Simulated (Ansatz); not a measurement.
Run this with Ansatz 0.2.0 through its Python package and show what comes out.

Input file `mgau.extxyz`:
```text
2
Lattice="3.259 0.0 0.0 0.0 3.259 0.0 0.0 0.0 3.259" Properties=species:S:1:pos:R:3 pbc="T T T"
Mg    1.62950000    1.62950000    1.62950000
Au    0.00000000    0.00000000    0.00000000
```

Script `kconv_mgau.py`:
```python
# -*- coding: utf-8 -*-
"""Convergence of MgAu with the k-point mesh."""

import ansatz as az

FUNCTIONAL = "r2scan"
CUTOFF_EV = 450
FILLING = "fermi_dirac"
WIDTH_EV = 0.15
MAX_SCF = 60

mgau = az.Crystal.from_extxyz("mgau.extxyz")

base = (
    mgau.calculation()
    .functional(FUNCTIONAL)
    .basis(CUTOFF_EV)
    .accuracy("medium")
    .occupations(FILLING, width=WIDTH_EV)
    .scf(max_iterations=MAX_SCF, self_checks="high")
)

rows = []
for value in [1.0, 0.6, 0.4, 0.3]:
    report = base.kpoints(spacing=value).run().report
    rows.append((value, report["free_energy_ev"] / len(report["lattice"]["sites"]), report["n_iterations"], report["n_kpoints"]))

print("spacing (1/A)   F/atom (eV)    iterations      k-points")
for row in rows:
    print(f"{str(row[0]):>12s}  {row[1]:12.5f}  {row[2]:12d}  {row[3]:12d}")

# differences from the last row
for row in rows[:-1]:
    shift = 1000 * (row[1] - rows[-1][1])
    print(f"{row[0]}: {shift:+.2f} meV/atom" + ("  (within 5 meV)" if abs(shift) < 5 else ""))
```

Output of `python kconv_mgau.py`:
```text
DeckWarning: basis.ecutwfc = 450 eV is below the records' recommended 500 eV, and the density's cutoff is lower with it unless basis.ecutrho_ratio is high enough to keep the records' density cutoff: compare with a run at a higher cutoff
spacing (1/A)   F/atom (eV)    iterations      k-points
         1.0   -7545.04324             7             4
         0.6   -7545.62197             7            10
         0.4   -7545.56566             6            10
         0.3   -7545.58599             7            20
1.0: +542.75 meV/atom
0.6: -35.98 meV/atom
0.4: +20.33 meV/atom
```
(Warnings from the package without file and line.)

What to keep in mind:
- The cutoff lies under the one recommended for these potentials.
- The smearing is wide enough that free energy and stress hold a thermal part of the electrons.
- Spin-orbit coupling, which matters for elements this heavy, is left out.
- The structure is a deposited one; some such entries were measured under pressure or heat, so a shift against it needn't be the functional's error alone.
- Shifts are counted from the finest mesh, which is itself no proven limit.
- The whole script took 5.9 s on 1 thread of Arm Neoverse V1, with other jobs on the host, peak memory 0.37 GiB.

(A comment or docstring line of the script was reworded after the run, the code is as it ran; lines on the test bed's own set-up are left out of the output.)
